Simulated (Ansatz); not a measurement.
# GeSiH4F (SMILES F[SiH][GeH3]): USVWN5/def2-SVPD

Aim: the electronic atomisation energy of GeSiH4F at USVWN5/def2-SVPD, from 5 runs. 

The results are computed with Ansatz 0.2.0.

33 further runs of the same task are left out: 33 set aside as unsound or not needed. Runs told in other sessions of the task aren't counted.

### 1 Starting point

GeSiH4F: 7 atoms, total charge 0, spin state doublet. SMILES: `F[SiH][GeH3]`. The coordinates come from a PBE0-D4/def2-TZVP relaxation.

Bond lengths: F1–Si2 1.610 Å, Si2–Ge3 2.386 Å, Si2–H4 1.494 Å, Ge3–H5 1.538 Å, Ge3–H6 1.535 Å, Ge3–H7 1.540 Å. Angles: F1–Si2–Ge3 110.1°, F1–Si2–H4 106.6°, Ge3–Si2–H4 113.1°, Si2–Ge3–H5 107.6°, Si2–Ge3–H6 109.9°, Si2–Ge3–H7 112.2°, H5–Ge3–H6 109.0°, H5–Ge3–H7 109.1°, H6–Ge3–H7 109.0°.

### 2 The energy at USVWN5/def2-SVPD

Contents of input.yaml:

```yaml
crystal:
  periodic: [false, false, false]
  atoms:
    - {symbol: F, position_ang: [-0.828200, -1.797600, 1.409500]}
    - {symbol: Si, position_ang: [-0.880400, -1.140500, -0.059400]}
    - {symbol: Ge, position_ang: [0.333800, 0.913400, -0.081600]}
    - {symbol: H, position_ang: [-0.325400, -2.158700, -1.001700]}
    - {symbol: H, position_ang: [0.289700, 1.465200, -1.516000]}
    - {symbol: H, position_ang: [-0.331000, 1.924700, 0.863100]}
    - {symbol: H, position_ang: [1.802700, 0.725500, 0.340400]}
basis:
  gaussian:
    orbitals: def2-SVPD
magnetization:
  spin_polarized: true
  initial_magnetization: 1
hamiltonian:
  xc: {name: SVWN5}
accuracy: high
output: {orbitals: {seedname: orbitals}}
```

The run is started by

```sh
$ ansatz run input.yaml --threads 1 --pin off --max-ram 3480MiB --events-out events.jsonl --progress --plain --runs-dir runs
```

What it wrote:

```text
Warning: RAYON_NUM_THREADS=1 ignored (pool sized by the plan → 1); use --threads N
Functional definition: SVWN5
  name "SVWN5"
  exchange = slater_x
  correlation = vwn5_c
2290 factors; integrals over basis functions are off by at most 4.5e-9 eV
mean field evaluation 1: about -67028.6844 eV, gradient 2.7e1 eV
mean field evaluation 2: about -67019.8855 eV, gradient 6.0e1 eV
mean field evaluation 4: about -67031.0364 eV, gradient 1.9e0 eV
mean field evaluation 8: about -67031.0431 eV, gradient 4.0e-2 eV
mean field evaluation 16: about -67031.0432 eV, gradient 1.7e-5 eV
mean field -67031.04315506 eV, -2463.3454006757 hartree, gradient 4.9e-8 eV, S^2 0.751234; 0 other end points of the search recorded, 0 dependent functions left out
reference -67031.04315933 eV, -2463.3454008326 hartree; 30, 29 occupied and 87, 88 virtual orbitals, 2290 factors
Total energy: -67031.04315933 eV, -2463.3454008326 hartree
```

It took 14 s on 1 thread of Arm Neoverse N1, shared host; peak memory 0.36 GiB.

### 3 The F atom, same level

Contents of run.yaml:

```yaml
crystal:
  periodic: [false, false, false]
  atoms:
    - {symbol: F, position_ang: [0.000000, 0.000000, 0.000000]}
basis:
  gaussian: {orbitals: def2-SVPD}
magnetization: {spin_polarized: true, initial_magnetization: 1}
accuracy: high
hamiltonian: {xc: {name: SVWN5}}
```

Run the same way, it converges to -98.99116 Eh (log not shown).

### 4 The Ge atom

Contents of run.yaml:

```yaml
crystal:
  periodic: [false, false, false]
  atoms:
    - {symbol: Ge, position_ang: [0.000000, 0.000000, 0.000000]}
basis:
  gaussian:
    orbitals: def2-SVPD
magnetization:
  spin_polarized: true
  initial_magnetization: 2
hamiltonian:
  xc: {name: SVWN5}
accuracy: high
```

Run the same way, it converges to -2073.49500 Eh (log not shown).

### 5 The H atom, same level

Contents of input.yaml:

```yaml
crystal:
  periodic: [false, false, false]
  atoms:
    - {symbol: H, position_ang: [0.000000, 0.000000, 0.000000]}
basis:
  gaussian:
    orbitals: def2-SVPD
magnetization:
  spin_polarized: true
  initial_magnetization: 1
accuracy: high
hamiltonian:
  xc: {name: SVWN5}
```

Run the same way, it converges to -0.47747 Eh (log not shown).

### 6 The Si atom, same level

Contents of input.yaml:

```yaml
crystal:
  periodic: [false, false, false]
  atoms:
    - symbol: Si
      position_ang: [0.000000, 0.000000, 0.000000]
basis:
  gaussian:
    orbitals: def2-SVPD
accuracy: high
hamiltonian:
  xc: {name: SVWN5}
magnetization:
  spin_polarized: true
  initial_magnetization: 2
```

Run the same way, it converges to -288.10866 Eh (log not shown).

### 7 What came out

Level: USVWN5/def2-SVPD.

```
                                    quantity           value
                      molecule: total energy  -2463.34540 Eh
molecule: HOMO energy (highest over α and β)        -5.15 eV
 molecule: LUMO energy (lowest over α and β)        -4.02 eV
                              molecule: ⟨S²⟩           0.751
                        F atom: total energy    -98.99116 Eh
                                F atom: ⟨S²⟩           0.751
                       Ge atom: total energy  -2073.49500 Eh
                               Ge atom: ⟨S²⟩           2.001
                        H atom: total energy     -0.47747 Eh
                                H atom: ⟨S²⟩           0.750
                       Si atom: total energy   -288.10866 Eh
                               Si atom: ⟨S²⟩           2.002
               electronic atomisation energy       22.877 eV
```

What this shows: Taking the molecule apart into free atoms costs 22.88 eV (2207 kJ/mol), before zero-point energy and without spin-orbit coupling.
